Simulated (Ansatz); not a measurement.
# One shape, several levels: doublet ICl+

Aim: a comparison of 6 runs (UHF/3-21G, U-r2SCAN/def2-TZVP, U-wB97M-V/def2-TZVP, UCAM-B3LYP/def2-TZVP, UPBE-QIDH/def2-TZVP, UCCSD(T)/def2-TZVP) of doublet ICl+. 

Program for the calculation: Ansatz 0.2.0.

34 further runs of the same task are left out: 34 set aside as unsound or not needed.

**1. The structure to begin with**

ICl+ has 2 atoms, charge +1, and is taken as a doublet. SMILES of the parent species: `ClI`. Geometry: relaxed at PBE0-D4/def2-TZVP. That shape belongs to the parent species and isn't relaxed for this state.

Bond lengths: Cl1–I2 2.312 Å.

**2. A single-point energy at UHF/3-21G (run 1)**

File input.yaml:

```yaml
crystal:
  periodic: [false, false, false]
  atoms:
    - {symbol: Cl, position_ang: [-0.000000, 0.000000, -0.002580]}
    - {symbol: I, position_ang: [0.000000, -0.000000, 2.309100]}
basis:
  gaussian:
    orbitals: 3-21G-spherical.json
total_charge: 1
magnetization:
  spin_polarized: true
  initial_magnetization: 1
hamiltonian:
  xc: hf
accuracy: high
output: {orbitals: {seedname: orbitals}}
```

The basis set 3-21G is read from a file made from the Basis Set Exchange's data (not shown).

On the command line:

```sh
$ ansatz run input.yaml --threads 1 --pin off --max-ram 3480MiB --events-out events.jsonl --progress --plain --runs-dir runs
```

Standard output:

```text
Warning: RAYON_NUM_THREADS=1 ignored (pool sized by the plan → 1); use --threads N
Functional definition: HF
  name "HF"
  exchange = exact_x
  correlation = 0
814 factors; integrals over basis functions are off by at most 4.8e-9 eV
mean field evaluation 1: about -199844.9373 eV, gradient 1.2e1 eV
mean field evaluation 2: about -199844.9745 eV, gradient 1.2e1 eV
mean field evaluation 4: about -199846.1271 eV, gradient 9.4e-1 eV
mean field evaluation 8: about -199846.1967 eV, gradient 2.0e-1 eV
mean field evaluation 16: about -199846.2030 eV, gradient 1.9e-8 eV
mean field evaluation 32: about -199844.8657 eV, gradient 6.0e0 eV
mean field evaluation 64: about -199846.1597 eV, gradient 6.3e-1 eV
mean field evaluation 96: about -199840.6050 eV, gradient 1.9e0 eV
mean field -199846.20295251 eV, -7344.2124978830 hartree, gradient 1.9e-8 eV, S^2 0.777231; 4 other end points of the search recorded, 0 dependent functions left out
reference -199846.20295251 eV, -7344.2124978830 hartree; 35, 34 occupied and 9, 10 virtual orbitals, 814 factors
Total energy: -199846.20295251 eV, -7344.2124978830 hartree
```

It took 2.7 s on 1 thread of Arm Neoverse V2, shared host; peak memory 0.15 GiB.

**3. A single-point energy at U-r2SCAN/def2-TZVP (core potential) (run 2)**

File run.yaml:

```yaml
crystal:
  periodic: [false, false, false]
  atoms:
    - symbol: Cl
      position_ang: [-0.000000, 0.000000, -0.002580]
    - symbol: I
      position_ang: [0.000000, -0.000000, 2.309100]
basis:
  gaussian:
    orbitals: def2-TZVP
total_charge: 1
magnetization:
  spin_polarized: true
  initial_magnetization: 1
hamiltonian:
  xc: {name: r2SCAN}
accuracy: high
output: {orbitals: {seedname: orbitals}}
```

On the command line:

```sh
$ ansatz run run.yaml --threads 1 --pin off --max-ram 3480MiB --events-out events.jsonl --progress --plain --runs-dir runs
```

Standard output:

```text
Warning: RAYON_NUM_THREADS=1 ignored (pool sized by the plan → 1); use --threads N
Functional definition: r2SCAN
  name "r2SCAN"
  parameter k0 = 0.174
  parameter k1 = 0.065
  parameter a1 = 4.9479
  exchange = r2scan_x(k0 = k0, k1 = k1, a1 = a1)
  correlation = r2scan_c
1343 factors; integrals over basis functions are off by at most 3.2e-9 eV
mean field evaluation 1: about -20612.1043 eV, gradient 2.7e1 eV
mean field evaluation 2: about -20587.9822 eV, gradient 6.6e1 eV
mean field evaluation 4: about -20615.9224 eV, gradient 6.1e0 eV
mean field evaluation 8: about -20616.1186 eV, gradient 1.6e-1 eV
mean field evaluation 16: about -20616.1187 eV, gradient 1.5e-4 eV
mean field evaluation 32: about -20616.1187 eV, gradient 1.0e-6 eV
mean field -20616.11867291 eV, -757.6283871224 hartree, gradient 4.0e-8 eV, S^2 0.754096; 2 other end points of the search recorded, 0 dependent functions left out
reference -20616.11867548 eV, -757.6283872168 hartree; 21, 20 occupied and 66, 67 virtual orbitals, 1343 factors
Total energy: -20616.11867548 eV, -757.6283872168 hartree
```

Wall time 18 s (1 thread of Arm Neoverse V2, shared host); peak memory 0.29 GiB.

Run 3 isn't shown in full; the table further down has it.

**4. The energy at UCAM-B3LYP/def2-TZVP (core potential) (run 4)**

File input.yaml:

```yaml
crystal:
  periodic: [false, false, false]
  atoms:
    - {symbol: Cl, position_ang: [-0.000000, 0.000000, -0.002580]}
    - {symbol: I, position_ang: [0.000000, -0.000000, 2.309100]}
basis:
  gaussian: {orbitals: def2-TZVP}
total_charge: 1
magnetization: {spin_polarized: true, initial_magnetization: 1}
hamiltonian: {xc: {name: CAM-B3LYP}}
accuracy: high
output: {orbitals: {seedname: orbitals}}
```

On the command line:

```sh
$ ansatz run input.yaml --threads 1 --pin off --max-ram 3480MiB --events-out events.jsonl --progress --plain --runs-dir runs
```

Standard output:

```text
Warning: RAYON_NUM_THREADS=1 ignored (pool sized by the plan → 1); use --threads N
Functional definition: CAM-B3LYP
  name "CAM-B3LYP"
  parameter alpha = 0.19
  parameter beta = 0.46
  parameter omega = 0.33/bohr
  parameter ac = 0.81
  exchange = (1 - alpha - beta)*b88_x + beta*b88_x_sr(omega) + alpha*exact_x + beta*exact_x_lr(omega)
  correlation = (1 - ac)*vwn5_c + ac*lyp_c
1343 factors; integrals over basis functions are off by at most 3.2e-9 eV
288 factors; integrals over basis functions are off by at most 1.5e-9 eV
mean field evaluation 1: about -20611.6449 eV, gradient 2.2e1 eV
mean field evaluation 2: about -20607.4033 eV, gradient 3.6e1 eV
mean field evaluation 4: about -20614.0640 eV, gradient 8.0e-1 eV
mean field evaluation 8: about -20614.1235 eV, gradient 7.2e-2 eV
mean field evaluation 16: about -20614.1236 eV, gradient 2.4e-4 eV
mean field -20614.12358990 eV, -757.5550691742 hartree, gradient 4.7e-8 eV, S^2 0.754275; 0 other end points of the search recorded, 0 dependent functions left out
reference -20614.12360318 eV, -757.5550696619 hartree; 21, 20 occupied and 66, 67 virtual orbitals, 1343 factors
Total energy: -20614.12360318 eV, -757.5550696619 hartree
```

It took 9.6 s on 1 thread of Arm Neoverse V2, shared host; peak memory 0.32 GiB.

Run 5 isn't shown in full; the table further down has it.

**5. A single-point energy at UCCSD(T)/def2-TZVP (core potential) (run 6)**

File input.yaml:

```yaml
crystal:
  periodic: [false, false, false]
  atoms:
    - symbol: Cl
      position_ang: [-0.000000, 0.000000, -0.002580]
    - symbol: I
      position_ang: [0.000000, -0.000000, 2.309100]
basis:
  gaussian:
    orbitals: def2-TZVP
total_charge: 1
magnetization:
  spin_polarized: true
  initial_magnetization: 1
correlation:
  method: ccsd_t
  frozen_orbitals: {Cl: 5, I: 4}
accuracy: high
scf:
  omitted_lower_state_checks: [cluster_reference, increment]
```

On the command line:

```sh
$ ansatz run input.yaml --threads 1 --pin off --max-ram 3480MiB --events-out events.jsonl --progress --plain --runs-dir runs
```

Standard output:

```text
Warning: RAYON_NUM_THREADS=1 ignored (pool sized by the plan → 1); use --threads N
Functional definition: HF
  name "HF"
  exchange = exact_x
  correlation = 0
these checks for a lower state are left out or cut short: cluster_reference, increment
1343 factors; integrals over basis functions are off by at most 3.2e-9 eV
mean field evaluation 1: about -20565.1539 eV, gradient 1.5e1 eV
mean field evaluation 2: about -20565.2385 eV, gradient 1.5e1 eV
mean field evaluation 4: about -20566.6305 eV, gradient 1.7e0 eV
mean field evaluation 8: about -20566.6998 eV, gradient 3.8e-1 eV
mean field evaluation 16: about -20566.7106 eV, gradient 9.3e-6 eV
mean field evaluation 32: about -20566.7106 eV, gradient 1.0e-8 eV
mean field evaluation 64: about -20566.4712 eV, gradient 1.6e0 eV
mean field -20566.71058945 eV, -755.8126735453 hartree, gradient 2.5e-8 eV, S^2 0.766461; 5 other end points of the search recorded, 0 dependent functions left out
9 core orbitals not correlated: weight in the atoms' cores, before any rotation towards them, 1.000 or more for the frozen orbitals, at most 0.000 for the correlated occupied ones
reference -20566.71058945 eV, -755.8126735453 hartree; 12, 11 occupied and 66, 67 virtual orbitals, 1343 factors
second order -17.72383476 eV of doubles, -0.00000000 eV of singles
cycle   1  -17.08523800 eV  change    6.4e-1 eV  update   9.5e-2
cycle   2  -17.51083069 eV  change   -4.3e-1 eV  update   3.1e-2
cycle   3  -17.60260868 eV  change   -9.2e-2 eV  update   2.8e-2
cycle   4  -17.58575938 eV  change    1.7e-2 eV  update   1.7e-2
cycle   5  -17.59715783 eV  change   -1.1e-2 eV  update   1.1e-2
cycle   6  -17.60518828 eV  change   -8.0e-3 eV  update   3.5e-3
cycle   7  -17.60442252 eV  change    7.7e-4 eV  update   1.0e-3
cycle   8  -17.60472127 eV  change   -3.0e-4 eV  update   3.9e-4
cycle   9  -17.60470632 eV  change    1.5e-5 eV  update   1.5e-4
cycle  10  -17.60459778 eV  change    1.1e-4 eV  update   7.1e-5
cycle  11  -17.60468264 eV  change   -8.5e-5 eV  update   3.0e-5
cycle  12  -17.60467008 eV  change    1.3e-5 eV  update   1.2e-5
cycle  13  -17.60467483 eV  change   -4.7e-6 eV  update   4.1e-6
cycle  14  -17.60467023 eV  change    4.6e-6 eV  update   1.5e-6
cycle  15  -17.60466968 eV  change    5.5e-7 eV  update   3.9e-7
cycle  16  -17.60467002 eV  change   -3.4e-7 eV  update   1.7e-7
cycle  17  -17.60467016 eV  change   -1.4e-7 eV  update   7.1e-8
cycle  18  -17.60467016 eV  change   -4.8e-9 eV  update   3.0e-8
cycle  19  -17.60467008 eV  change    8.1e-8 eV  update   9.2e-8
cycle  20  -17.60467010 eV  change   -1.7e-8 eV  update   2.5e-8
cycle  21  -17.60467010 eV  change   -5.3e-9 eV  update   7.1e-9
cycle  22  -17.60467010 eV  change    2.0e-9 eV  update   2.7e-9
perturbative correction -0.53982131 eV, -0.0198380672 hartree
Total energy: -20584.85508086 eV, -756.4794713058 hartree
Checks for a lower state left out: cluster_reference, increment
```

Run time: 23 s. Hardware: 1 thread of Arm Neoverse V2, shared host; peak memory 0.65 GiB.

**6. All runs side by side**

```csv
run,level,core potential,frozen core orbitals,energy (Eh),HOMO energy (eV),LUMO energy (eV),⟨S²⟩,wall time
1,UHF/3-21G,none,–,-7344.212498,-17.65,-9.26,0.777,2.7 s
2,U-r2SCAN/def2-TZVP (core potential),def2-TZVP,–,-757.628387,-13.70,-13.27,0.754,18 s
3,U-wB97M-V/def2-TZVP (core potential),def2-TZVP,–,-757.499780,-16.90,-10.52,0.754,55 s
4,UCAM-B3LYP/def2-TZVP (core potential),def2-TZVP,–,-757.555070,-16.03,-11.56,0.754,9.6 s
5,UPBE-QIDH/def2-TZVP (core potential),def2-TZVP,9,-757.155905,-16.65,-10.66,0.759,9.9 s
6,UCCSD(T)/def2-TZVP (core potential),def2-TZVP,9,-756.479471,–,–,0.766,23 s
```

**7. Summary of results**

| quantity | value |
| --- | --- |
| run 6: total energy | -756.47947 Eh |
| run 6: correlation energy (9 core orbitals frozen) | -666.8 mEh |
| run 6: (T) correction | -19.84 mEh |
| run 6: ⟨S²⟩ of the reference determinant | 0.766 |
| run 6: T1 diagnostic | 0.026 |

**Reading.** Totals of different functionals can't be ranked against each other. Some runs of one species differ in core potentials or relativity; totals across that change don't compare. In run 1 relativity is left out where basis or elements ask for it. All runs together took 2 min, the longest 55 s.
